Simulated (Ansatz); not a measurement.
# Ca3CdF8: the cost of one run

The runs shown are made with Ansatz 0.2.0. PAW datasets, plane waves. Spin-unpolarised throughout. Whether this structure exists isn't addressed.

**1. The system as given**

The cell was relaxed beforehand with r2SCAN.

Space group Cmmm (No. 65), orthorhombic; conventional cell a = 7.679 Å, b = 10.854 Å, c = 3.835 Å, 13.32 Å³ an atom. Near Ca stand 8 F at 2.35 Å; near F stand 1 Cd at 2.34 Å and 3 Ca at 2.35–2.36 Å; near Ca stand 8 F at 2.35–2.36 Å; near F stand 2 Cd at 2.34 Å and 2 Ca at 2.35 Å; near F stand 4 Ca at 2.35 Å.

The structure in full:

```cif
data_structure
_symmetry_space_group_name_H-M 'Cmmm'
_symmetry_Int_Tables_number 65
_cell_length_a 7.6790
_cell_length_b 10.8536
_cell_length_c 3.8351
_cell_angle_alpha 90.000
_cell_angle_beta 90.000
_cell_angle_gamma 90.000
_cell_volume 319.64
loop_
_atom_site_label
_atom_site_type_symbol
_atom_site_symmetry_multiplicity
_atom_site_Wyckoff_symbol
_atom_site_fract_x
_atom_site_fract_y
_atom_site_fract_z
_atom_site_occupancy
Ca1 Ca 4 e 0.25000 0.25000 0.00000 1
F1 F 8 q 0.24907 0.87522 0.50000 1
Ca2 Ca 2 c 0.50000 0.00000 0.50000 1
F2 F 4 i 0.50000 0.62434 0.00000 1
F3 F 4 i 0.50000 0.87463 0.00000 1
Cd1 Cd 2 d 0.00000 0.00000 0.50000 1
```

**2. PBE band path**

Input file input.yaml:

```yaml
crystal:
  lattice:
    - [3.839489584, -5.4268061171, 0.0]
    - [3.839489584, 5.4268061171, 0.0]
    - [0.0, 0.0, 3.8351427833]
  atoms:
    - { symbol: Ca, position: [0.0, 0.5, 0.0] }
    - { symbol: F, position: [0.3738459558, 0.1242917425, 0.5] }
    - { symbol: F, position: [0.1242917425, 0.3738459558, 0.5] }
    - { symbol: Ca, position: [0.5, 0.5, 0.5] }
    - { symbol: F, position: [0.8756615817, 0.1243384183, 0.0] }
    - { symbol: F, position: [0.6253653429, 0.3746346571, 0.0] }
    - { symbol: Cd, position: [0.0, 0.0, 0.5] }
    - { symbol: F, position: [0.3746346571, 0.6253653429, 0.0] }
    - { symbol: F, position: [0.1243384183, 0.8756615817, 0.0] }
    - { symbol: Ca, position: [0.5, 0.0, 0.0] }
    - { symbol: F, position: [0.8757082575, 0.6261540442, 0.5] }
    - { symbol: F, position: [0.6261540442, 0.8757082575, 0.5] }
kpoints:
  mp_grid: { grid: [4, 4, 6] }
  band_path:
    path:
      - [[0.0, 0.0, 0.0], [-0.5, 0.5, 0.0], [-0.3751406436638, 0.6248593563362, 0.0]]
      - [[0.3751406436638, 0.3751406436638, 0.0], [0.0, 0.0, 0.0], [0.0, 0.0, 0.5], [0.3751406436638, 0.3751406436638, 0.5]]
      - [[-0.3751406436638, 0.6248593563362, 0.5], [-0.5, 0.5, 0.5], [-0.5, 0.5, 0.0]]
      - [[0.0, 0.0, 0.0], [-3.915972829484e-17, 0.5, 0.0], [-3.915972829484e-17, 0.5, 0.5], [0.0, 0.0, 0.5], [-0.5, 0.5, 0.5]]
    npoints: 10
hamiltonian:
  xc: pbe
scf:
  occupations: { method: fermi_dirac, width: 0.02 }
  n_extra_bands: 7
output:
  forces: true
  stress: true
  eigenvalues: true
  write_density: true
  write_potential: true
  elf: true
  volumetric_format: npy
```

What time and memory should one allow on 1 × NVIDIA H100 80GB HBM3 with 2 threads of AMD EPYC 7R13 (Zen 3), shared host?

About 6.5 s, with a peak of 1.3 GiB on the host.
